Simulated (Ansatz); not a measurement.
# GeNSi: the cost of one run

Computed with Ansatz 0.2.0, Gaussian basis. Level: cc-pVTZ, core rule «outside noble gas», up to 20 orbitals frozen.

Plan: UHF; CCSD(T) on RHF; CCSD(T) on UHF; BCCD(T) on RHF; CCSDT(Q) on RHF; CCSDT(Q) on UHF; CASSCF and NEVPT2, 12 electrons in 12 orbitals.

### 1 The geometry

The geometry is a PBE0/def2-TZVP stationary point (not a proven minimum) of the parent state, kept for this charge and spin. No spin-orbit coupling is included. The filled d shell of Ge may be among the frozen orbitals whatever the setting's name suggests; the logs give the count.

3 atoms, charge 1, spin multiplicity 1.

Atoms are counted from 1 here; the program's logs count them from 0.

Bond lengths: Ge1–Si2 2.353 Å, Si2–N3 1.602 Å. Angles: Ge1–Si2–N3 180.0°.

In the tables R marks a restricted determinant and U an unrestricted one; 'valence' is the active space of 12 electrons in 12 orbitals; correlation energies count from the lowest restricted Hartree-Fock solution.

### 2 UHF

in.yaml

```yaml
crystal:
  periodic: [false, false, false]
  atoms:
    - {symbol: Ge, position_ang: [0.000000, 0.000000, 2.102400]}
    - {symbol: Si, position_ang: [0.000000, 0.000000, -0.250300]}
    - {symbol: N, position_ang: [0.000000, 0.000000, -1.852100]}
basis:
  gaussian: {orbitals: cc-pVTZ}
total_charge: 1
magnetization: {spin_polarized: true, initial_magnetization: 0}
hamiltonian: {xc: hf}
output: {orbitals: {seedname: orbitals}}
```

Launch:

```console
ansatz run in.yaml --threads 1 --pin off --events-out ev --progress --plain --max-ram 4096MiB --backend cpu
```

What time and memory should one allow on 1 thread of AMD EPYC 7R13, shared host?

About 31 s, with a peak of 0.31 GiB.
